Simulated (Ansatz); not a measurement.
**C₄H₁₀N₂Si: small, medium and large basis sets**

Aim: see how fast density functionals converge with the basis set for C₄H₁₀N₂Si.

Method: one geometry, several basis sets; program: Ansatz 0.2.0, Gaussian basis.

The runs, in order: PBE0-D4/def2-SVP; ωB97M-V/def2-SVP; PBE0-D4/def2-QZVPP; ωB97M-V/def2-QZVPP; the functionals' def2-TZVPP values are taken from earlier runs.

## (1) The relaxed structure

All runs share one geometry, relaxed beforehand with PBE0-D4 in a triple-zeta def2 set.

SMILES `C=C[Si](N)(N)C=C`, 17 atoms, charge 0, spin multiplicity 1.

Atoms are counted from 1 here; the program's logs count them from 0.

Bond lengths: C1–C2 1.331 Å, C1–H8 1.087 Å, C1–H9 1.087 Å, C2–Si3 1.866 Å, C2–H10 1.090 Å, Si3–N4 1.719 Å, Si3–N5 1.719 Å, Si3–C6 1.866 Å, N4–H11 1.008 Å, N4–H12 1.007 Å, N5–H13 1.007 Å, N5–H14 1.008 Å, C6–C7 1.331 Å, C6–H15 1.091 Å, C7–H16 1.087 Å, C7–H17 1.087 Å. Angles: C2–C1–H8 121.3°, C2–C1–H9 122.4°, H8–C1–H9 116.3°, C1–C2–Si3 124.1°, C1–C2–H10 117.4°, Si3–C2–H10 118.5°, C2–Si3–N4 106.2°, C2–Si3–N5 116.4°, C2–Si3–C6 108.2°, N4–Si3–N5 105.0°, N4–Si3–C6 116.5°, N5–Si3–C6 104.9°, Si3–N4–H11 118.1°, Si3–N4–H12 120.1°, H11–N4–H12 111.0°, Si3–N5–H13 119.3°, Si3–N5–H14 119.7°, H13–N5–H14 111.1° and more.

## (2) PBE0-D4 in def2-SVP

File in.yaml:

```yaml
crystal:
  periodic: [false, false, false]
  atoms:
    - {symbol: C, position_ang: [1.124542, -1.639266, 1.537715]}
    - {symbol: C, position_ang: [0.988324, -0.434902, 0.987930]}
    - {symbol: Si, position_ang: [-0.023771, -0.093039, -0.542512]}
    - {symbol: N, position_ang: [-1.009249, -1.480554, -0.785232]}
    - {symbol: N, position_ang: [0.850225, 0.095565, -2.010784]}
    - {symbol: C, position_ang: [-0.915116, 1.528650, -0.301114]}
    - {symbol: C, position_ang: [-1.018281, 2.161652, 0.865101]}
    - {symbol: H, position_ang: [0.619771, -2.508659, 1.125191]}
    - {symbol: H, position_ang: [1.748078, -1.814422, 2.410879]}
    - {symbol: H, position_ang: [1.537188, 0.389652, 1.443515]}
    - {symbol: H, position_ang: [-1.484372, -1.575829, -1.668708]}
    - {symbol: H, position_ang: [-1.573078, -1.837807, -0.030920]}
    - {symbol: H, position_ang: [1.205265, 1.004418, -2.259406]}
    - {symbol: H, position_ang: [1.474666, -0.633494, -2.317543]}
    - {symbol: H, position_ang: [-1.416780, 1.974532, -1.161177]}
    - {symbol: H, position_ang: [-0.552905, 1.773995, 1.767636]}
    - {symbol: H, position_ang: [-1.573607, 3.089108, 0.979630]}
basis:
  gaussian: {orbitals: def2-SVP}
hamiltonian: {xc: pbe0, dispersion: d4}
output: {orbitals: {seedname: orbitals}}
```

Run with:

```console
$ ansatz run in.yaml --threads 8 --pin off --events-out ev --progress --plain --max-ram 20889MiB
```

Output:

```text
Functional definition: PBE0
  name "PBE0"
  cite "Adamo & Barone, J. Chem. Phys. 110, 6158 (1999) doi:10.1063/1.478522"
  cite "Perdew, Burke & Ernzerhof, Phys. Rev. Lett. 77, 3865 (1996) doi:10.1103/PhysRevLett.77.3865"
  parent pbe
  parameter a = 0.25
  parameter kappa = 0.804
  parameter beta = 0.06672455060314922
  exchange = (1 - a)*pbe_x(kappa = kappa, mu = beta*pi^2/3) + a*exact_x
  correlation = pbe_c(beta = beta)
1752 factors; their error is unknown
mean field evaluation 1: about -15134.9570 eV, gradient 8.1e1 eV
mean field evaluation 2: about -15130.5238 eV, gradient 9.1e1 eV
mean field evaluation 4: about -15149.3006 eV, gradient 2.8e0 eV
mean field evaluation 8: about -15149.3215 eV, gradient 3.1e-2 eV
mean field evaluation 16: about -15149.3477 eV, gradient 1.2e-4 eV
mean field -15149.34765767 eV, -556.7282578226 hartree, gradient 1.9e-5 eV, S^2 0.000000; 0 other end points of the search recorded, 0 dependent functions left out
reference -15149.34769003 eV, -556.7282590120 hartree; 31, 31 occupied and 121, 121 virtual orbitals, 1752 factors
Total energy: -15149.72137170 eV, -556.7419915598 hartree
```

Wall time 7.5 s (8 threads of Intel Xeon at 2.50GHz, shared host); peak memory 0.45 GiB.

## (3) ωB97M-V in def2-SVP

in.yaml: that of step 2 with these lines changed.

```diff
@@ -22,3 +22,3 @@
   gaussian: {orbitals: def2-SVP}
-hamiltonian: {xc: pbe0, dispersion: d4}
+hamiltonian: {xc: {name: wB97M-V}}
 output: {orbitals: {seedname: orbitals}}
```

Launched as before.

Output, shortened:

```text
Functional definition: wB97M-V
  name "wB97M-V"
  cite "Mardirossian & Head-Gordon, J. Chem. Phys. 144, 214110 (2016) doi:10.1063/1.4952647"
  cite "Becke, J. Chem. Phys. 107, 8554 (1997) doi:10.1063/1.475007"
  cite "Vydrov & Van Voorhis, J. Chem. Phys. 133, 244103 (2010) doi:10.1063/1.3521275"
  # Of w^i u^j: cxij and so on, Table III.
[...]
  gx(w, u) = 1 - cx + cx01*u + cx10*w
  gss(w, u) = css00 + css04*u^4 + css10*w + css20*w^2 + css43*w^4*u^3
  gos(w, u) = cos00 + cos10*w + (cos20 + cos21*u)*w^2 + (cos60 + cos61*u)*w^6
[...]
      + integral(e_c_pw_mod_opposite_spin*gos(b97_w_opposite, b97_u_opposite)) + vv10(b, c)
1752 factors; their error is unknown
452 factors; integrals over basis functions are off by at most 8.6e-6 eV
[...]
mean field -15157.39853256 eV, -557.0241220178 hartree, gradient 1.5e-5 eV, S^2 0.000000; 0 other end points of the search recorded, 0 dependent functions left out
reference -15157.39858355 eV, -557.0241238917 hartree; 31, 31 occupied and 121, 121 virtual orbitals, 1752 factors
Total energy: -15157.39858355 eV, -557.0241238917 hartree
```

It took 16 s on 8 threads of Intel Xeon at 2.50GHz, shared host; peak memory 0.62 GiB.

## (4) PBE0-D4 in def2-QZVPP

in.yaml: that of step 3 with these lines changed.

```diff
@@ -21,4 +21,4 @@
 basis:
-  gaussian: {orbitals: def2-SVP}
-hamiltonian: {xc: {name: wB97M-V}}
+  gaussian: {orbitals: "def2-QZVPP.json"}
+hamiltonian: {xc: pbe0, dispersion: d4}
 output: {orbitals: {seedname: orbitals}}
```

Launched as before.

Output:

```text
Functional definition: PBE0
  name "PBE0"
  cite "Adamo & Barone, J. Chem. Phys. 110, 6158 (1999) doi:10.1063/1.478522"
  cite "Perdew, Burke & Ernzerhof, Phys. Rev. Lett. 77, 3865 (1996) doi:10.1103/PhysRevLett.77.3865"
  parent pbe
  parameter a = 0.25
  parameter kappa = 0.804
  parameter beta = 0.06672455060314922
  exchange = (1 - a)*pbe_x(kappa = kappa, mu = beta*pi^2/3) + a*exact_x
  correlation = pbe_c(beta = beta)
2043 factors; their error is unknown
mean field evaluation 1: about -15141.0243 eV, gradient 1.0e2 eV
mean field evaluation 2: about -15128.0706 eV, gradient 1.2e2 eV
mean field evaluation 4: about -15161.2376 eV, gradient 7.6e0 eV
mean field evaluation 8: about -15161.3741 eV, gradient 2.1e-1 eV
mean field evaluation 16: about -15161.3821 eV, gradient 8.2e-5 eV
mean field -15161.38210106 eV, -557.1705154600 hartree, gradient 3.2e-5 eV, S^2 0.000000; 0 other end points of the search recorded, 0 dependent functions left out
reference -15161.38214821 eV, -557.1705171928 hartree; 31, 31 occupied and 681, 681 virtual orbitals, 2043 factors
Total energy: -15161.75582987 eV, -557.1842497406 hartree
```

Run time: 54 s. Hardware: 8 threads of Intel Xeon at 2.50GHz, shared host; peak memory 3.9 GiB.

## (5) ωB97M-V in def2-QZVPP

in.yaml: that of step 4 with these lines changed.

```diff
@@ -22,3 +22,3 @@
   gaussian: {orbitals: "def2-QZVPP.json"}
-hamiltonian: {xc: pbe0, dispersion: d4}
+hamiltonian: {xc: {name: wB97M-V}}
 output: {orbitals: {seedname: orbitals}}
```

The command is unchanged.

Output, shortened:

```text
Functional definition: wB97M-V
  name "wB97M-V"
  cite "Mardirossian & Head-Gordon, J. Chem. Phys. 144, 214110 (2016) doi:10.1063/1.4952647"
  cite "Becke, J. Chem. Phys. 107, 8554 (1997) doi:10.1063/1.475007"
  cite "Vydrov & Van Voorhis, J. Chem. Phys. 133, 244103 (2010) doi:10.1063/1.3521275"
  # Of w^i u^j: cxij and so on, Table III.
[...]
  gx(w, u) = 1 - cx + cx01*u + cx10*w
  gss(w, u) = css00 + css04*u^4 + css10*w + css20*w^2 + css43*w^4*u^3
  gos(w, u) = cos00 + cos10*w + (cos20 + cos21*u)*w^2 + (cos60 + cos61*u)*w^6
[...]
      + integral(e_c_pw_mod_opposite_spin*gos(b97_w_opposite, b97_u_opposite)) + vv10(b, c)
2023 factors; their error is unknown
560 factors; integrals over basis functions are off by at most 1.1e-5 eV
[...]
mean field -15169.78876025 eV, -557.4794544870 hartree, gradient 2.1e-5 eV, S^2 0.000000; 0 other end points of the search recorded, 0 dependent functions left out
reference -15169.78883521 eV, -557.4794572418 hartree; 31, 31 occupied and 681, 681 virtual orbitals, 2023 factors
Total energy: -15169.78883521 eV, -557.4794572418 hartree
```

Wall time 84 s (8 threads of Intel Xeon at 2.50GHz, shared host); peak memory 4.7 GiB.

## (6) Density functionals: the series

The def2-TZVPP values come from earlier runs at the same geometry.

| functional | basis | functions | energy (eV) | from the largest (eV) | HOMO (eV) | LUMO (eV) |
| --- | --- | --- | --- | --- | --- | --- |
| PBE0-D4 | def2-SVP | 152 | -15149.7214 | 12.034 | -6.85 | -0.08 |
| PBE0-D4 | def2-TZVPP | 368 | -15161.0507 | 0.705 | -7.07 | -0.34 |
| PBE0-D4 | def2-QZVPP | 712 | -15161.7558 | 0.000 | -7.12 | -0.41 |
| ωB97M-V | def2-SVP | 152 | -15157.3986 | 12.390 | -9.17 | 2.06 |
| ωB97M-V | def2-TZVPP | 368 | -15169.1288 | 0.660 | -9.39 | 1.70 |
| ωB97M-V | def2-QZVPP | 712 | -15169.7888 | 0.000 | -9.43 | 1.55 |

## (7) Results

| quantity | value |
| --- | --- |
| PBE0-D4: double and triple zeta above quadruple | 12.03, 0.71 eV |
| ωB97M-V: double and triple zeta above quadruple | 12.39, 0.66 eV |

In words: PBE0-D4 gains 11.33 eV from double to triple zeta, then 0.71 eV more. These are total energies; as a rule much of such shifts cancels in differences, which this series doesn't test. The LUMO of ωB97M-V is positive and keeps falling with the basis (2.06 to 1.55 eV): an unbound level that the basis holds in place.

For PBE0-D4 the largest set took about 7 times as long as the smallest (54 s against 7.5 s).
